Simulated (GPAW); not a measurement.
# GaGe3 (Pm-3m) in GPAW: single point with PBE

Aim: the single point of GaGe3 with PBE.

Program: GPAW 26.7.0. These are calculated values, not measurements. Logs are shortened: lines on timing, memory, paths and dates and some standing lists are left out, and cuts for length are marked. The log counts tension as positive stress, the text compression.

**1. Starting point**

It takes space group Pm-3m (No. 221, cubic). The conventional cell has a = 4.278 Å, b = 4.278 Å, c = 4.278 Å, α = 90.00°, β = 90.00°, γ = 90.00°. Around Ge (site symmetry 4/mmm) lie 8 Ge at 3.03 Å and 4 Ga at 3.03 Å. Around Ga (site symmetry m-3m) lie 12 Ge at 3.03 Å.

The cell comes from a database or a generator and needn't be the stable form of this composition.

**2. Single point, PBE**

run.py reads:

```python
from ase import Atoms
from ase.dft.bandgap import bandgap
from ase.io import write
from ase.units import GPa
from gpaw import GPAW, PW

atoms = Atoms(['Ge', 'Ge', 'Ge', 'Ga'],
              cell=[[4.278466, 0.0, 0.0],
                    [0.0, 4.278466, 0.0],
                    [0.0, 0.0, 4.278466]],
              scaled_positions=[[0.5, 0.5, 0.0],
                                [0.5, 0.0, 0.5],
                                [0.0, 0.5, 0.5],
                                [0.0, 0.0, 0.0]],
              pbc=True)

calc = GPAW(mode=PW(450),
            xc='PBE',
            kpts={'size': (5, 5, 5), 'gamma': True},
            occupations={'name': 'fermi-dirac', 'width': 0.05},
            nbands=18,
            maxiter=120,
            txt='gpaw.txt')
atoms.calc = calc
energy = atoms.get_potential_energy()
forces = atoms.get_forces()
stress = atoms.get_stress()
calc.write('gs.gpw')
write('result.traj', atoms)
print(f'Energy: {energy:.6f} eV')
print('Forces (eV/A):')
print(forces.round(4))
print('Stress (GPa):', (stress / GPa).round(3))
print('Fermi level:', round(calc.get_fermi_level(), 4), 'eV')
print(f'Gap: {bandgap(calc)[0]:.4f} eV, direct: {bandgap(calc, direct=True)[0]:.4f} eV')
```

Potentials or basis: GPAW PAW data sets (gpaw-data 1.2.1), pw.

On the command line:

```console
$ OMP_NUM_THREADS=1 python run.py
```

gpaw.txt:

```text
__  _  _
 | _ |_)|_||  |
 |__||  | ||/\| - 26.7.0

Input parameters:
  mode=PW(ecut=450.00000000000006),
  kpts=MonkhorstPack(size=(5, 5, 5), gamma=True),
  maxiter=120,
  nbands=18,
  occupations=Occupations(name='fermi-dirac', width=0.05),
  xc=XC(name='PBE')

Diagonalizing LCAO Hamiltonian
Converting LCAO to pw mode
    .----------.
   /|          |
  / |          |
 *  |          |
 | Ge          |
 |  .----------.
 | /   Gee    /
 |/          /
 Ga---------*

Atoms  # Å, Bohr magnetons
|   | symbol |        x |        y |        z |    initial magnetic moments |
|---|--------|----------|----------|----------|-----------------------------|
| 0 |     Ge | 2.139233 | 2.139233 | 0.000000 | ( 0.0000,  0.0000,  0.0000) |
| 1 |     Ge | 2.139233 | 0.000000 | 2.139233 | ( 0.0000,  0.0000,  0.0000) |
| 2 |     Ge | 0.000000 | 2.139233 | 2.139233 | ( 0.0000,  0.0000,  0.0000) |
| 3 |     Ga | 0.000000 | 0.000000 | 0.000000 | ( 0.0000,  0.0000,  0.0000) |

Unit cell  # Å
| periodic |        x |        y |        z |  lengths |    angles |
|----------|----------|----------|----------|----------|-----------|
|      yes | 4.278466 | 0.000000 | 0.000000 | 4.278466 | 90.000000 |
|      yes | 0.000000 | 4.278466 | 0.000000 | 4.278466 | 90.000000 |
|      yes | 0.000000 | 0.000000 | 4.278466 | 4.278466 | 90.000000 |

Number of symmetries: 48
Symmetry operations  # r_c * U_cc + t_c -> r_c
|    | kind |            matrix            |
|----|------|------------------------------|
|  0 |  E   |  1, 0, 0,  0, 1, 0,  0, 0, 1 |
|  1 |  σ   |  1, 0, 0,  0, 1, 0,  0, 0,-1 |
|  2 |  σ   |  1, 0, 0,  0, 0, 1,  0, 1, 0 |
|  3 |  C4  |  1, 0, 0,  0, 0, 1,  0,-1, 0 |
|  4 |  C4  |  1, 0, 0,  0, 0,-1,  0, 1, 0 |
|  5 |  σ   |  1, 0, 0,  0, 0,-1,  0,-1, 0 |
|  6 |  σ   |  1, 0, 0,  0,-1, 0,  0, 0, 1 |
|  7 |  C2  |  1, 0, 0,  0,-1, 0,  0, 0,-1 |
|  8 |  σ   |  0, 1, 0,  1, 0, 0,  0, 0, 1 |
|  9 |  C2  |  0, 1, 0,  1, 0, 0,  0, 0,-1 |
| 10 |  C3  |  0, 1, 0,  0, 0, 1,  1, 0, 0 |
| 11 |  S6  |  0, 1, 0,  0, 0, 1, -1, 0, 0 |
| 12 |  S6  |  0, 1, 0,  0, 0,-1,  1, 0, 0 |
| 13 |  C3  |  0, 1, 0,  0, 0,-1, -1, 0, 0 |
| 14 |  C4  |  0, 1, 0, -1, 0, 0,  0, 0, 1 |
| 15 |  S4  |  0, 1, 0, -1, 0, 0,  0, 0,-1 |
| 16 |  C3  |  0, 0, 1,  1, 0, 0,  0, 1, 0 |
| 17 |  S6  |  0, 0, 1,  1, 0, 0,  0,-1, 0 |
| 18 |  σ   |  0, 0, 1,  0, 1, 0,  1, 0, 0 |
| 19 |  C4  |  0, 0, 1,  0, 1, 0, -1, 0, 0 |
| 20 |  C2  |  0, 0, 1,  0,-1, 0,  1, 0, 0 |
| 21 |  S4  |  0, 0, 1,  0,-1, 0, -1, 0, 0 |
| 22 |  S6  |  0, 0, 1, -1, 0, 0,  0, 1, 0 |
| 23 |  C3  |  0, 0, 1, -1, 0, 0,  0,-1, 0 |
| 24 |  S6  |  0, 0,-1,  1, 0, 0,  0, 1, 0 |
| 25 |  C3  |  0, 0,-1,  1, 0, 0,  0,-1, 0 |
| 26 |  C4  |  0, 0,-1,  0, 1, 0,  1, 0, 0 |
| 27 |  σ   |  0, 0,-1,  0, 1, 0, -1, 0, 0 |
| 28 |  S4  |  0, 0,-1,  0,-1, 0,  1, 0, 0 |
| 29 |  C2  |  0, 0,-1,  0,-1, 0, -1, 0, 0 |
| 30 |  C3  |  0, 0,-1, -1, 0, 0,  0, 1, 0 |
| 31 |  S6  |  0, 0,-1, -1, 0, 0,  0,-1, 0 |
| 32 |  C4  |  0,-1, 0,  1, 0, 0,  0, 0, 1 |
| 33 |  S4  |  0,-1, 0,  1, 0, 0,  0, 0,-1 |
| 34 |  S6  |  0,-1, 0,  0, 0, 1,  1, 0, 0 |
| 35 |  C3  |  0,-1, 0,  0, 0, 1, -1, 0, 0 |
| 36 |  C3  |  0,-1, 0,  0, 0,-1,  1, 0, 0 |
| 37 |  S6  |  0,-1, 0,  0, 0,-1, -1, 0, 0 |
| 38 |  σ   |  0,-1, 0, -1, 0, 0,  0, 0, 1 |
| 39 |  C2  |  0,-1, 0, -1, 0, 0,  0, 0,-1 |
| 40 |  σ   | -1, 0, 0,  0, 1, 0,  0, 0, 1 |
| 41 |  C2  | -1, 0, 0,  0, 1, 0,  0, 0,-1 |
| 42 |  C2  | -1, 0, 0,  0, 0, 1,  0, 1, 0 |
| 43 |  S4  | -1, 0, 0,  0, 0, 1,  0,-1, 0 |
| 44 |  S4  | -1, 0, 0,  0, 0,-1,  0, 1, 0 |
| 45 |  C2  | -1, 0, 0,  0, 0,-1,  0,-1, 0 |
| 46 |  C2  | -1, 0, 0,  0,-1, 0,  0, 0, 1 |
| 47 |  i   | -1, 0, 0,  0,-1, 0,  0, 0,-1 |

BZ-sampling:
  Number of BZ points: 125
  Number of IBZ points: 10

  Monkhorst-Pack size: [5, 5, 5]
  Monkhorst-Pack shift: [0, 0, 0]

K-points  # in reciprocal-cell coordinates
|   |                                coordinates |     weight |
|---|--------------------------------------------|------------|
| 0 | (  0.00000000,   0.00000000,   0.00000000) | 0.00800000 |
| 1 | (  0.20000000,   0.00000000,   0.00000000) | 0.04800000 |
| 2 | (  0.20000000,   0.20000000,   0.00000000) | 0.09600000 |
| 3 | (  0.20000000,   0.20000000,   0.20000000) | 0.06400000 |
| 4 | (  0.40000000,   0.00000000,   0.00000000) | 0.04800000 |
| 5 | (  0.40000000,   0.20000000,   0.00000000) | 0.19200000 |
| 6 | (  0.40000000,   0.20000000,   0.20000000) | 0.19200000 |
| 7 | (  0.40000000,   0.40000000,   0.00000000) | 0.09600000 |
| 8 | (  0.40000000,   0.40000000,   0.20000000) | 0.19200000 |
| 9 | (  0.40000000,   0.40000000,   0.40000000) | 0.06400000 |

Plane wave coefficients: 1743
Cutoff: 450.00000000000006 eV

Spin-components: 1 (collinear spins)
Bands:           18
Projectors:      20
Spin-degeneracy: 2
Datatype:        complex128

Parallelization:
  kpt:    1
  domain: 1
  band:   1

Density:
  Valence electrons: 15.0
  Components: 1
  Grid points: [21 21 21]
  Charge: 0.0  # |e|

Potential:
  Grid points: [21 21 21]

species:
  Ge:
    name:    Germanium
    Z:       32.0
    valence: 4
    core:    28
    charge:  0.0  # [|e|]
    compensation charges:
      type: gauss
      rc: 0.32  # [Å]
      lmax: 2
    cutoffs:
      filter: 1.77  # [Å]
      core: 3.42  # [Å]
    projectors
    | kind |    occ | energy [eV] | rcut [Å] |
    |------|--------|-------------|----------|
    |   4s |  2.000 |     -11.726 |    1.005 |
    |   4p |  2.000 |      -3.896 |    1.005 |
    |    s |        |      15.485 |    1.005 |
    |    p |        |      23.315 |    1.005 |
    |    d |        |       0.000 |    1.005 |

    Using partial waves for Ge as LCAO basis

  Ga:
    name:    Gallium
    Z:       31.0
    valence: 3
    core:    28
    charge:  0.0  # [|e|]
    compensation charges:
      type: gauss
      rc: 0.37  # [Å]
      lmax: 2
    cutoffs:
      filter: 2.06  # [Å]
      core: 4.17  # [Å]
    projectors
    | kind |    occ | energy [eV] | rcut [Å] |
    |------|--------|-------------|----------|
    |   4s |  2.000 |      -8.945 |    1.164 |
    |   4p |  1.000 |      -2.580 |    1.164 |
    |    s |        |      18.266 |    1.164 |
    |    p |        |      24.631 |    1.164 |
    |    d |        |       0.000 |    1.164 |

    Using partial waves for Ga as LCAO basis

Reference energy: -224177.585086  # eV

eigensolver:
  PPCG
  Converge bands: occupied
  niter=2

density mixing:
  MSR1-Mixer
  Pratt-step length: 0.05
  Maximum mixing coefficient: 0.75
  Old densities: 10
  SVD Regularization: 0.005
  Good broyden scale: 1.0
  Trust region scale: 1.0
  Backstep threshold: 4.0
  History deletion threshold: 6.0
  Fourier metric: weight=20.0, sigma=0.015

occupation numbers:
  Fermi-Dirac:
    width: 0.0500  # eV

poisson solver:
  ecut: 3600.0000000000005  # eV

xc functional:
  name: PBE with 2 nearest neighbor stencil

convergence criteria:
- Maximum [total energy] change in last 3 cyles: 0.0005 eV / valence electron
- Maximum integral of absolute [dens]ity change: 0.0001 electrons / valence electron
- Maximum integral of absolute [eigenst]ate change: 4e-08 eV^2 / valence electron
maximum number of iterations: 120

SCF iterations
|iter     | |      energy | eigst |  dens |
|---------|-|-------------|-------|-------|
|iter:   1| |  -15.568701 | -0.66 |       |
|iter:   2| |  -15.564448 | -2.96 | -1.23 |
|iter:   3| |  -15.520748 | -3.38 | -1.26 |
|iter:   4| |  -15.517901 | -4.34 | -1.85 |
|iter:   5| |  -15.517887c| -6.10 | -2.91 |
|iter:   6| |  -15.517889c| -6.50 | -3.25 |
|iter:   7| |  -15.517889c| -7.79c| -4.44c|

Converged in 7 steps
Energy contributions relative to reference atoms: (reference = -224177.585086)

Energy contributions:
  Kinetic:          24.509501
  Coulomb:         -22.188870
  Zero:             -0.004305
  External:          0.000000
  Xc:              -17.829325
  Entropy:          -0.009780
  Spinorbit:         0.000000
  ----------------------------
  Free energy:     -15.522779
  Extrapolated:    -15.517889

dipole moment: (-25.060791, -25.060791, -25.060791)  # |e|*Ang

Fermi level: 6.959
Eigenvalues  # (at kpt = [0.000, 0.000, 0.000])
| band index |      eig [eV] | occ [0-2] |
|------------|---------------|-----------|
|          0 |        -5.341 |     2.000 |
|          1 |         1.546 |     2.000 |
|          2 |         1.546 |     2.000 |
|          3 |         3.370 |     2.000 |
|          4 |         3.370 |     2.000 |
|          5 |         3.370 |     2.000 |
|          6 |         3.861 |     2.000 |
|          7 |         9.750 |     0.000 |
|          8 |         9.750 |     0.000 |
|          9 |         9.750 |     0.000 |
|         10 |        10.713 |     0.000 |
|         11 |        10.713 |     0.000 |
|         12 |        10.713 |     0.000 |
|         13 |        13.781 |     0.000 |
|         14 |        13.781 |     0.000 |
|        ... |               |           |
|         17 |        14.139 |     0.000 |

No gap
No difference between direct/indirect transitions

Forces  # eV/Ang
|        x |        y |        z |
|----------|----------|----------|
| -0.00000 | -0.00000 |  0.00000 |  # Ge   0
|  0.00000 |  0.00000 | -0.00000 |  # Ge   1
|  0.00000 |  0.00000 |  0.00000 |  # Ge   2
|  0.00000 | -0.00000 |  0.00000 |  # Ga   3

Stress tensor  # eV/Ang^3
|        x |        y |        z |
|----------|----------|----------|
| 0.005101 | 0.000000 | 0.000000 |
| 0.000000 | 0.005101 | 0.000000 |
| 0.000000 | 0.000000 | 0.005101 |

# Writing to gs.gpw (mode='')
```

It took 5.3 s on 1 thread of Arm Neoverse V2, shared host; peak memory 0.14 GiB.

Results:

| Quantity | Value |
| --- | --- |
| Free energy | -15.5228 eV |
| Pressure | -0.8 GPa |
| Band gap on the k mesh | none (metal or under the smearing width) |

Levels at points of the mesh, in eV from the Fermi level:
```csv
k point,band 3,band 4,band 5,band 6,band 7,band 8,band 9,band 10,band 11,band 12
"(0.00, 0.00, 0.00)",-5.41,-3.59,-3.59,-3.59,-3.10,2.79,2.79,2.79,3.75,3.75
```

Caveat: the cutoff is short for stress and forces, so pressures can be off by a GPa or more.
